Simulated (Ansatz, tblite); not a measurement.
**Si(SiH3)4 (Si₅H₁₂): a ladder of methods and basis sets**

How do method and basis change the picture of Si(SiH3)4 (Si₅H₁₂) (singlet)?

Method: as each input shows; program: Ansatz 0.2.0, Gaussian basis.

Levels to be run: GFN1-xTB, GFN2-xTB, PBE-D4/def2-TZVP, r2SCAN-D4/def2-TZVP, PBE-QIDH/def2-TZVP, LC-ωPBE/def2-TZVP, LDA/def2-TZVP, PBE-D4/def2-SVP, PBE0-D4/def2-SVP, HF/STO-3G, CCSD(T)/def2-SVP, MP2/def2-TZVP.

2 further runs of the same task are left out: 2 set aside as unsound or not needed. Runs told in other sessions of the task aren't counted.

### Step 1. The relaxed structure

The geometry is that of the singlet, from an earlier relaxation (r2SCAN-D4/def2-SVP).

17 atoms, charge 0, spin multiplicity 1.

Bond lengths: Si1–Si2 2.346 Å, Si1–Si3 2.346 Å, Si1–Si4 2.346 Å, Si1–Si5 2.346 Å, Si2–H6 1.495 Å, Si2–H7 1.495 Å, Si2–H8 1.495 Å, Si3–H9 1.495 Å, Si3–H10 1.495 Å, Si3–H11 1.495 Å, Si4–H12 1.495 Å, Si4–H13 1.495 Å, Si4–H14 1.495 Å, Si5–H15 1.495 Å, Si5–H16 1.495 Å, Si5–H17 1.495 Å. Angles: Si2–Si1–Si3 109.5°, Si2–Si1–Si4 109.5°, Si2–Si1–Si5 109.5°, Si3–Si1–Si4 109.5°, Si3–Si1–Si5 109.5°, Si4–Si1–Si5 109.5°, Si1–Si2–H6 110.2°, Si1–Si2–H7 110.2°, Si1–Si2–H8 110.2°, H6–Si2–H7 108.7°, H6–Si2–H8 108.7°, H7–Si2–H8 108.7°, Si1–Si3–H9 110.2°, Si1–Si3–H10 110.2°, Si1–Si3–H11 110.2°, H9–Si3–H10 108.7°, H9–Si3–H11 108.7°, H10–Si3–H11 108.7° and more.

PBE0-D4/def2-TZVP was run before; its log isn't repeated, and its numbers join the tables.

### Step 2. GFN1-xTB

Tight binding, by tblite at 300 K electronic temperature and without a spin-polarisation term:

```python
tblite.interface.Calculator('GFN1-xTB', numbers, positions, charge=0, uhf=0).singlepoint()
```

Energy -427.0370 eV, HOMO -11.41 eV, LUMO -7.72 eV; 0.013 s.

### Step 3. GFN2-xTB

Tight binding, by tblite at 300 K electronic temperature and without a spin-polarisation term:

```python
tblite.interface.Calculator('GFN2-xTB', numbers, positions, charge=0, uhf=0).singlepoint()
```

Energy -400.0755 eV, HOMO -9.56 eV, LUMO -5.65 eV; 0.009 s.

### Step 4. PBE-D4/def2-TZVP

start.molden holds the orbitals of an earlier run on this state, given as this run's starting guess.

The input, in.yaml:

```yaml
crystal:
  periodic: [false, false, false]
  atoms:
    - {symbol: Si, position_ang: [-0.000309, -0.000598, -0.000157]}
    - {symbol: Si, position_ang: [-0.025924, -0.015825, 2.345938]}
    - {symbol: Si, position_ang: [2.220443, 0.023492, -0.757447]}
    - {symbol: Si, position_ang: [-1.113475, 1.911471, -0.781547]}
    - {symbol: Si, position_ang: [-1.081410, -1.920317, -0.806847]}
    - {symbol: H, position_ang: [0.701977, -1.215240, 2.863327]}
    - {symbol: H, position_ang: [-1.434594, -0.055996, 2.846116]}
    - {symbol: H, position_ang: [0.637463, 1.214654, 2.876884]}
    - {symbol: H, position_ang: [2.256231, 0.057811, -2.251811]}
    - {symbol: H, position_ang: [2.940179, -1.200226, -0.288296]}
    - {symbol: H, position_ang: [2.932553, 1.229157, -0.233001]}
    - {symbol: H, position_ang: [-2.524885, 1.925634, -0.288409]}
    - {symbol: H, position_ang: [-1.127839, 1.927686, -2.276575]}
    - {symbol: H, position_ang: [-0.423281, 3.145501, -0.295447]}
    - {symbol: H, position_ang: [-0.399662, -3.149274, -0.295772]}
    - {symbol: H, position_ang: [-1.050565, -1.939774, -2.301811]}
    - {symbol: H, position_ang: [-2.506914, -1.938143, -0.355145]}
basis:
  gaussian: {orbitals: def2-TZVP, initial_orbitals: start.molden}
hamiltonian: {xc: pbe, dispersion: d4}
scf: {omitted_lower_state_checks: [starts]}
output: {forces: true, orbitals: {seedname: orbitals}}
```

Run with:

```console
ansatz run in.yaml --threads 4 --pin off --events-out ev --progress --plain --max-ram 4787MiB
```

Output (excerpt; [...] marks lines left out):

```text
Functional definition: PBE
  name "PBE"
  cite "Perdew, Burke & Ernzerhof, Phys. Rev. Lett. 77, 3865 (1996) doi:10.1103/PhysRevLett.77.3865"
  parent pbe
[...]
1788 factors; their error is unknown
[...]
mean field -39563.65448760 eV, -1453.9374852109 hartree, gradient 2.2e-5 eV, S^2 0.000000; 0 other end points of the search recorded, 0 dependent functions left out
[...]
reference -39563.65455248 eV, -1453.9374875954 hartree; 41, 41 occupied and 216, 216 virtual orbitals, 1788 factors
Total energy: -39564.17481919 eV, -1453.9566070443 hartree
Atom 0 at    -0.000309    -0.000598    -0.000157 Å, force     0.001844     0.000746    -0.000813 eV/Å
Atom 1 at    -0.025924    -0.015825     2.345938 Å, force    -0.000340     0.001868    -0.074332 eV/Å
Atom 2 at     2.220443     0.023492    -0.757447 Å, force    -0.070114     0.000346     0.023632 eV/Å
Atom 3 at    -1.113475     1.911471    -0.781547 Å, force     0.035641    -0.059726     0.025022 eV/Å
Atom 4 at    -1.081410    -1.920317    -0.806847 Å, force     0.034564     0.061548     0.025672 eV/Å
Atom 5 at     0.701977    -1.215240     2.863327 Å, force     0.011440    -0.020116     0.015702 eV/Å
Atom 6 at    -1.434594    -0.055996     2.846116 Å, force    -0.023037    -0.000403     0.017052 eV/Å
Atom 7 at     0.637463     1.214654     2.876884 Å, force     0.011263     0.020106     0.017628 eV/Å
Atom 8 at     2.256231     0.057811    -2.251811 Å, force     0.007110    -0.000032    -0.030710 eV/Å
Atom 9 at     2.940179    -1.200226    -0.288296 Å, force     0.019388    -0.023269     0.007106 eV/Å
Atom 10 at     2.932553     1.229157    -0.233001 Å, force     0.018574     0.022604     0.007581 eV/Å
Atom 11 at    -2.524885     1.925634    -0.288409 Å, force    -0.030737     0.004964     0.007452 eV/Å
Atom 12 at    -1.127839     1.927686    -2.276575 Å, force    -0.002390     0.004441    -0.030653 eV/Å
Atom 13 at    -0.423281     3.145501    -0.295447 Å, force     0.010075     0.029404     0.007800 eV/Å
Atom 14 at    -0.399662    -3.149274    -0.295772 Å, force     0.006282    -0.026579     0.004150 eV/Å
Atom 15 at    -1.050565    -1.939774    -2.301811 Å, force    -0.004263    -0.008010    -0.026493 eV/Å
Atom 16 at    -2.506914    -1.938143    -0.355145 Å, force    -0.025299    -0.007890     0.004202 eV/Å
Dipole moment:    -0.000513    -0.001101     0.000246 e Å
Checks for a lower state left out: starts
```

Run time: 4.8 s. Hardware: 4 threads of Arm Neoverse V2, shared host.

HOMO -6.96 eV, LUMO -1.15 eV.

### Step 5. r2SCAN-D4/def2-TZVP

in.yaml, as its differences from that of step 4:

```diff
@@ -22,4 +22,4 @@
   gaussian: {orbitals: def2-TZVP, initial_orbitals: start.molden}
-hamiltonian: {xc: pbe, dispersion: d4}
+hamiltonian: {xc: r2scan, dispersion: d4}
 scf: {omitted_lower_state_checks: [starts]}
-output: {forces: true, orbitals: {seedname: orbitals}}
+output: {orbitals: {seedname: orbitals}}
```

The command is unchanged.

Output:

```text
Functional definition: r2SCAN
  name "r2SCAN"
  cite "Furness, Kaplan, Ning, Perdew & Sun, J. Phys. Chem. Lett. 11, 8208 (2020) doi:10.1021/acs.jpclett.0c02405"
  cite "Furness, Kaplan, Ning, Perdew & Sun, J. Phys. Chem. Lett. 11, 9248 (2020) doi:10.1021/acs.jpclett.0c03077"
  parent r2scan
  parameter k0 = 0.174
  parameter k1 = 0.065
  parameter a1 = 4.9479
  exchange = r2scan_x(k0 = k0, k1 = k1, a1 = a1)
  correlation = r2scan_c
these checks for a lower state are left out or cut short: starts
1788 factors; their error is unknown
mean field evaluation 1: about -39580.9594 eV, gradient 9.5e0 eV
mean field evaluation 2: about -39581.0148 eV, gradient 8.7e-2 eV
mean field evaluation 4: about -39580.9800 eV, gradient 5.9e-5 eV
mean field -39580.97997470 eV, -1454.5741851183 hartree, gradient 9.1e-6 eV, S^2 0.000000; 0 other end points of the search recorded, 0 dependent functions left out
reference -39580.97999462 eV, -1454.5741858505 hartree; 41, 41 occupied and 216, 216 virtual orbitals, 1788 factors
Total energy: -39581.11699865 eV, -1454.5792206555 hartree
Checks for a lower state left out: starts
```

Run time: 8 s. Hardware: 4 threads of Arm Neoverse V2, shared host.

Report: HOMO -7.21 eV, LUMO -0.95 eV.

### Step 6. PBE-QIDH/def2-TZVP

in.yaml, as its differences from that of step 5:

```diff
@@ -22,4 +22,3 @@
   gaussian: {orbitals: def2-TZVP, initial_orbitals: start.molden}
-hamiltonian: {xc: r2scan, dispersion: d4}
+hamiltonian: {xc: {name: PBE-QIDH}}
 scf: {omitted_lower_state_checks: [starts]}
-output: {orbitals: {seedname: orbitals}}
```

The command is unchanged.

Output (excerpt; [...] marks lines left out):

```text
Functional definition: PBE-QIDH
  name "PBE-QIDH"
  cite "Brémond, Sancho-García, Pérez-Jiménez & Adamo, J. Chem. Phys. 141, 031101 (2014) doi:10.1063/1.4890314"
  cite "Perdew, Burke & Ernzerhof, Phys. Rev. Lett. 77, 3865 (1996) doi:10.1103/PhysRevLett.77.3865"
[...]
1695 factors; integrals over basis functions are off by at most 1.4e-3 eV
[...]
mean field -39549.58420828 eV, -1453.4204119833 hartree, gradient 1.5e-6 eV, S^2 0.000000; 0 other end points of the search recorded, 0 dependent functions left out
25 core orbitals not correlated: weight in the atoms' cores, before any rotation towards them, 1.000 or more for the frozen orbitals, at most 0.000 for the correlated occupied ones
reference -39549.58422883 eV, -1453.4204127386 hartree; 16, 16 occupied and 216, 216 virtual orbitals, 1695 factors
second order -18.93391222 eV of doubles, -0.00000000 eV of singles
Total energy: -39555.89553291 eV, -1453.6523488853 hartree
Checks for a lower state left out: starts
```

Wall time 10 s (4 threads of Arm Neoverse V2, shared host); peak memory 0.77 GiB.

### Step 7. LC-ωPBE/def2-TZVP

in.yaml, as its differences from that of step 6:

```diff
@@ -22,3 +22,4 @@
   gaussian: {orbitals: def2-TZVP, initial_orbitals: start.molden}
-hamiltonian: {xc: {name: PBE-QIDH}}
+hamiltonian: {xc: {name: LC-wPBE}}
 scf: {omitted_lower_state_checks: [starts]}
+output: {orbitals: {seedname: orbitals}}
```

Launched as before.

Output (excerpt; [...] marks lines left out):

```text
Functional definition: LC-wPBE
  name "LC-wPBE"
  cite "Vydrov & Scuseria, J. Chem. Phys. 125, 234109 (2006) doi:10.1063/1.2409292"
  cite "Heyd & Scuseria, J. Chem. Phys. 120, 7274 (2004) doi:10.1063/1.1668634"
  cite "Ernzerhof & Perdew, J. Chem. Phys. 109, 3313 (1998) doi:10.1063/1.476928"
  cite "Perdew, Burke & Ernzerhof, Phys. Rev. Lett. 77, 3865 (1996) doi:10.1103/PhysRevLett.77.3865"
  parent pbe
[...]
1788 factors; their error is unknown
747 factors; integrals over basis functions are off by at most 1.7e-5 eV
[...]
mean field -39572.50578078 eV, -1454.2627642358 hartree, gradient 1.4e-5 eV, S^2 0.000000; 0 other end points of the search recorded, 0 dependent functions left out
reference -39572.50578079 eV, -1454.2627642362 hartree; 41, 41 occupied and 216, 216 virtual orbitals, 1788 factors
Total energy: -39572.50578079 eV, -1454.2627642362 hartree
Checks for a lower state left out: starts
```

Run time: 5.5 s. Hardware: 4 threads of Arm Neoverse V2, shared host; peak memory 0.69 GiB.

Report: HOMO -10.49 eV, LUMO 1.72 eV.

### Step 8. LDA/def2-TZVP

in.yaml, as its differences from that of step 7:

```diff
@@ -22,3 +22,3 @@
   gaussian: {orbitals: def2-TZVP, initial_orbitals: start.molden}
-hamiltonian: {xc: {name: LC-wPBE}}
+hamiltonian: {xc: lda}
 scf: {omitted_lower_state_checks: [starts]}
```

Launched as before.

Output:

```text
Functional definition: SPW92
  name "SPW92"
  cite "Dirac, Proc. Camb. Phil. Soc. 26, 376 (1930) doi:10.1017/S0305004100016108"
  cite "Slater, Phys. Rev. 81, 385 (1951) doi:10.1103/PhysRev.81.385"
  cite "Perdew & Wang, Phys. Rev. B 45, 13244 (1992) doi:10.1103/PhysRevB.45.13244"
  exchange = slater_x
  correlation = pw_c
these checks for a lower state are left out or cut short: starts
1788 factors; their error is unknown
mean field evaluation 1: about -39423.2566 eV, gradient 3.0e1 eV
mean field evaluation 2: about -39423.8111 eV, gradient 7.4e-1 eV
mean field evaluation 4: about -39423.7807 eV, gradient 6.7e-2 eV
mean field evaluation 8: about -39423.7807 eV, gradient 1.2e-5 eV
mean field -39423.78070650 eV, -1448.7972185656 hartree, gradient 1.2e-5 eV, S^2 0.000000; 0 other end points of the search recorded, 0 dependent functions left out
reference -39423.78076584 eV, -1448.7972207461 hartree; 41, 41 occupied and 216, 216 virtual orbitals, 1788 factors
Total energy: -39423.78076584 eV, -1448.7972207461 hartree
Checks for a lower state left out: starts
```

Run time: 2.4 s. Hardware: 4 threads of Arm Neoverse V2, shared host.

From the report: HOMO -7.02 eV, LUMO -1.33 eV.

### Step 9. PBE-D4/def2-SVP

in.yaml, as its differences from that of step 8:

```diff
@@ -21,4 +21,4 @@
 basis:
-  gaussian: {orbitals: def2-TZVP, initial_orbitals: start.molden}
-hamiltonian: {xc: lda}
+  gaussian: {orbitals: def2-SVP, initial_orbitals: start.molden}
+hamiltonian: {xc: pbe, dispersion: d4}
 scf: {omitted_lower_state_checks: [starts]}
```

The command is unchanged.

Output:

```text
Functional definition: PBE
  name "PBE"
  cite "Perdew, Burke & Ernzerhof, Phys. Rev. Lett. 77, 3865 (1996) doi:10.1103/PhysRevLett.77.3865"
  parent pbe
  parameter kappa = 0.804
  parameter beta = 0.06672455060314922
  exchange = pbe_x(kappa = kappa, mu = beta*pi^2/3)
  correlation = pbe_c(beta = beta)
these checks for a lower state are left out or cut short: starts
1676 factors; their error is unknown
mean field evaluation 1: about -39549.7687 eV, gradient 8.4e0 eV
mean field evaluation 2: about -39549.9739 eV, gradient 1.7e-1 eV
mean field evaluation 4: about -39549.8019 eV, gradient 3.2e-4 eV
mean field -39549.80187267 eV, -1453.4284110020 hartree, gradient 2.3e-5 eV, S^2 0.000000; 0 other end points of the search recorded, 0 dependent functions left out
reference -39549.80192206 eV, -1453.4284128170 hartree; 41, 41 occupied and 109, 109 virtual orbitals, 1676 factors
Total energy: -39550.32218877 eV, -1453.4475322660 hartree
Checks for a lower state left out: starts
```

Run time: 2.1 s. Hardware: 4 threads of Arm Neoverse V2, shared host.

HOMO -6.97 eV, LUMO -0.90 eV.

### Step 10. PBE0-D4/def2-SVP

in.yaml, as its differences from that of step 9:

```diff
@@ -22,3 +22,3 @@
   gaussian: {orbitals: def2-SVP, initial_orbitals: start.molden}
-hamiltonian: {xc: pbe, dispersion: d4}
+hamiltonian: {xc: pbe0, dispersion: d4}
 scf: {omitted_lower_state_checks: [starts]}
```

Launched as before.

Output:

```text
Functional definition: PBE0
  name "PBE0"
  cite "Adamo & Barone, J. Chem. Phys. 110, 6158 (1999) doi:10.1063/1.478522"
  cite "Perdew, Burke & Ernzerhof, Phys. Rev. Lett. 77, 3865 (1996) doi:10.1103/PhysRevLett.77.3865"
  parent pbe
  parameter a = 0.25
  parameter kappa = 0.804
  parameter beta = 0.06672455060314922
  exchange = (1 - a)*pbe_x(kappa = kappa, mu = beta*pi^2/3) + a*exact_x
  correlation = pbe_c(beta = beta)
these checks for a lower state are left out or cut short: starts
1454 factors; integrals over basis functions are off by at most 1.2e-3 eV
mean field evaluation 1: about -39554.1480 eV, gradient 4.2e0 eV
mean field evaluation 2: about -39554.2136 eV, gradient 4.9e-2 eV
mean field evaluation 4: about -39554.2516 eV, gradient 2.4e-4 eV
mean field -39554.25163009 eV, -1453.5919365713 hartree, gradient 8.5e-6 eV, S^2 0.000000; 0 other end points of the search recorded, 0 dependent functions left out
reference -39554.25166741 eV, -1453.5919379425 hartree; 41, 41 occupied and 109, 109 virtual orbitals, 1454 factors
Total energy: -39554.70985895 eV, -1453.6087761712 hartree
Checks for a lower state left out: starts
```

It took 2.9 s on 4 threads of Arm Neoverse V2, shared host.

Report: HOMO -8.06 eV, LUMO -0.15 eV.

### Step 11. HF/STO-3G

in.yaml, as its differences from that of step 10:

```diff
@@ -21,4 +21,4 @@
 basis:
-  gaussian: {orbitals: def2-SVP, initial_orbitals: start.molden}
-hamiltonian: {xc: pbe0, dispersion: d4}
+  gaussian: {orbitals: STO-3G}
+hamiltonian: {xc: hf}
 scf: {omitted_lower_state_checks: [starts]}
```

Same command.

Output:

```text
Functional definition: HF
  name "HF"
  cite "Fock, Z. Phys. 61, 126 (1930) doi:10.1007/BF01340294"
  parent pbe
  exchange = exact_x
  correlation = 0
these checks for a lower state are left out or cut short: starts
629 factors; integrals over basis functions are off by at most 5.6e-5 eV
mean field evaluation 1: about -39048.3512 eV, gradient 1.4e1 eV
mean field evaluation 2: about -39048.4070 eV, gradient 1.4e1 eV
mean field evaluation 4: about -39049.4661 eV, gradient 7.3e-1 eV
mean field evaluation 8: about -39049.4685 eV, gradient 1.8e-5 eV
mean field -39049.46852589 eV, -1435.0414996461 hartree, gradient 2.0e-5 eV, S^2 0.000000; 0 other end points of the search recorded, 0 dependent functions left out
reference -39049.46852589 eV, -1435.0414996461 hartree; 41, 41 occupied and 16, 16 virtual orbitals, 629 factors
Total energy: -39049.46852589 eV, -1435.0414996461 hartree
Checks for a lower state left out: starts
```

It took 0.25 s on 4 threads of Arm Neoverse V2, shared host.

Report: HOMO -7.89 eV, LUMO 9.39 eV.

### Step 12. CCSD(T)/def2-SVP

in.yaml, as its differences from that of step 11:

```diff
@@ -21,4 +21,4 @@
 basis:
-  gaussian: {orbitals: STO-3G}
-hamiltonian: {xc: hf}
+  gaussian: {orbitals: def2-SVP, initial_orbitals: start.molden}
+correlation: {method: ccsd_t}
 scf: {omitted_lower_state_checks: [starts]}
```

Launched as before.

Output (excerpt; [...] marks lines left out):

```text
Functional definition: HF
  name "HF"
  cite "Fock, Z. Phys. 61, 126 (1930) doi:10.1007/BF01340294"
  parent pbe
[...]
1454 factors; integrals over basis functions are off by at most 1.2e-3 eV
[...]
mean field -39488.71621437 eV, -1451.1835544648 hartree, gradient 2.8e-6 eV, S^2 0.000000; 0 other end points of the search recorded, 0 dependent functions left out
25 core orbitals not correlated: weight in the atoms' cores, before any rotation towards them, 1.000 or more for the frozen orbitals, at most 0.000 for the correlated occupied ones
reference -39488.71621437 eV, -1451.1835544648 hartree; 16, 16 occupied and 109, 109 virtual orbitals, 1454 factors
second order -14.01274402 eV of doubles, -0.00000000 eV of singles
cycle   1  -16.10805865 eV  change    -2.1e0 eV  update   1.1e-1
[...]
cycle   8  -16.89050329 eV  change   -1.1e-5 eV  update   1.7e-5
perturbative correction -0.49476599 eV, -0.0181823148 hartree
Total energy: -39506.10148365 eV, -1451.8224513266 hartree
Checks for a lower state left out: starts
```

Run time: 16 s. Hardware: 4 threads of Arm Neoverse V2, shared host; peak memory 0.97 GiB.

From the report: Hartree-Fock HOMO -10.54 eV, LUMO 3.02 eV; T1 0.012.

### Step 13. MP2/def2-TZVP

in.yaml, as its differences from that of step 12:

```diff
@@ -21,4 +21,4 @@
 basis:
-  gaussian: {orbitals: def2-SVP, initial_orbitals: start.molden}
-correlation: {method: ccsd_t}
+  gaussian: {orbitals: def2-TZVP, initial_orbitals: start.molden}
+correlation: {method: mp2}
 scf: {omitted_lower_state_checks: [starts]}
```

Same command.

Output:

```text
Functional definition: HF
  name "HF"
  cite "Fock, Z. Phys. 61, 126 (1930) doi:10.1007/BF01340294"
  parent pbe
  exchange = exact_x
  correlation = 0
these checks for a lower state are left out or cut short: starts
1695 factors; integrals over basis functions are off by at most 1.4e-3 eV
mean field evaluation 1: about -39500.9889 eV, gradient 3.9e1 eV
mean field evaluation 2: about -39502.2200 eV, gradient 1.5e0 eV
mean field evaluation 4: about -39502.5221 eV, gradient 8.9e-1 eV
mean field evaluation 8: about -39502.5252 eV, gradient 1.3e-4 eV
mean field -39502.52522848 eV, -1451.6910263733 hartree, gradient 1.8e-6 eV, S^2 0.000000; 0 other end points of the search recorded, 0 dependent functions left out
25 core orbitals not correlated: weight in the atoms' cores, before any rotation towards them, 1.000 or more for the frozen orbitals, at most 0.000 for the correlated occupied ones
reference -39502.52522848 eV, -1451.6910263733 hartree; 16, 16 occupied and 216, 216 virtual orbitals, 1695 factors
second order -16.34653790 eV of doubles, -0.00000000 eV of singles
Total energy: -39518.87176638 eV, -1452.2917505611 hartree
Checks for a lower state left out: starts
```

It took 5.5 s on 4 threads of Arm Neoverse V2, shared host; peak memory 0.72 GiB.

From the report: Hartree-Fock HOMO -10.45 eV, LUMO 2.72 eV.

### Step 14. Levels side by side

| level | functions | HOMO (eV) | LUMO (eV) | gap (eV) | time |
| --- | --- | --- | --- | --- | --- |
| HF/STO-3G | 57 | -7.89 | 9.39 | 17.28 | 0.25 s |
| LDA/def2-TZVP | 257 | -7.02 | -1.33 | 5.68 | 2.4 s |
| PBE-D4/def2-SVP | 150 | -6.97 | -0.90 | 6.07 | 2.1 s |
| PBE-D4/def2-TZVP | 257 | -6.96 | -1.15 | 5.80 | 4.8 s |
| r2SCAN-D4/def2-TZVP | 257 | -7.21 | -0.95 | 6.26 | 8 s |
| PBE0-D4/def2-SVP | 150 | -8.06 | -0.15 | 7.91 | 2.9 s |
| PBE0-D4/def2-TZVP | 257 | -8.01 | -0.37 | 7.63 | 8 s |
| LC-ωPBE/def2-TZVP | 257 | -10.49 | 1.72 | 12.21 | 5.5 s |

The pieces so far (eV):

| basis | HF | MP2 correlation | CCSD correlation | (T) | total |
| --- | --- | --- | --- | --- | --- |
| def2-SVP | -39488.7162 | -14.0127 | -16.8905 | -0.4948 | -39506.1015 |
| def2-TZVP | -39502.5252 | -16.3465 |  |  | -39518.8718 (MP2) |

### Step 15. Binding energy

Free atoms were run apart at each level; binding is atoms less cluster, divided by the number of atoms, without zero-point or spin-orbit terms.

Differences are taken before rounding.

| method | binding an atom (eV) | from CCSD(T)/def2-SVP (eV) | time |
| --- | --- | --- | --- |
| HF/STO-3G | 3.380 | +0.573 | 0.25 s |
| HF/def2-SVP | 2.283 | -0.523 |  |
| HF/def2-TZVP | 2.304 | -0.503 |  |
| LDA/def2-TZVP | 3.274 | +0.467 | 2.4 s |
| PBE-D4/def2-SVP | 2.950 | +0.144 | 2.1 s |
| PBE-D4/def2-TZVP | 2.956 | +0.150 | 4.8 s |
| r2SCAN-D4/def2-TZVP | 3.000 | +0.193 | 8 s |
| PBE0-D4/def2-SVP | 2.954 | +0.148 | 2.9 s |
| PBE0-D4/def2-TZVP | 2.965 | +0.158 | 8 s |
| LC-ωPBE/def2-TZVP | 2.949 | +0.142 | 5.5 s |
| MP2/def2-SVP | 2.760 | -0.047 |  |
| MP2/def2-TZVP | 2.826 | +0.020 | 5.5 s |
| CCSD/def2-SVP | 2.785 | -0.021 |  |
| CCSD(T)/def2-SVP | 2.806 | 0 | 16 s |

Among the levels timed on like hardware and quicker than the yardstick, those that no quicker one beats, quickest first: HF/STO-3G (0.25 s, +0.573 eV); PBE-D4/def2-SVP (2.1 s, +0.144 eV); MP2/def2-TZVP (5.5 s, +0.020 eV).

### Step 16. Results

| quantity | value |
| --- | --- |
| gap in def2-TZVP, named functionals, smallest and largest | 5.68 eV (LDA), 12.21 eV (LC-ωPBE) |
| correlation energy, CCSD(T)/def2-SVP | -17.39 eV |
| correlation energy, MP2/def2-TZVP | -16.35 eV |
| binding an atom, CCSD(T)/def2-SVP | 2.806 eV |
| PBE0 total energy, smallest basis above largest | 13.69 eV (def2-SVP, def2-TZVP) |

**Reading.** Orbital gaps of the named functionals in def2-TZVP span 5.68 eV (LDA) to 12.21 eV (LC-ωPBE); exact exchange widens it. A small miss in a minimal or small basis is a cancelling of errors, not accuracy. The functionals in def2-TZVP miss CCSD(T)/def2-SVP by +0.142 (LC-ωPBE) to +0.467 eV (LDA) an atom. The yardstick is in a double-zeta basis, so levels in larger sets aren't compared like for like. The reference is CCSD(T) in one finite basis, so it carries an error of its own, often a tenth of an eV or more, and near misses can't be ranked.

For cost: MP2/def2-TZVP gets within 0.020 eV in 5.5 s, where CCSD(T)/def2-SVP took 16 s; the quickest level in the cost chart, HF/STO-3G, takes 0.25 s and misses by 0.573 eV. The slowest run with a step of its own, CCSD(T)/def2-SVP, took 16 s; the quickest functional in def2-TZVP took 2.4 s (shared host).
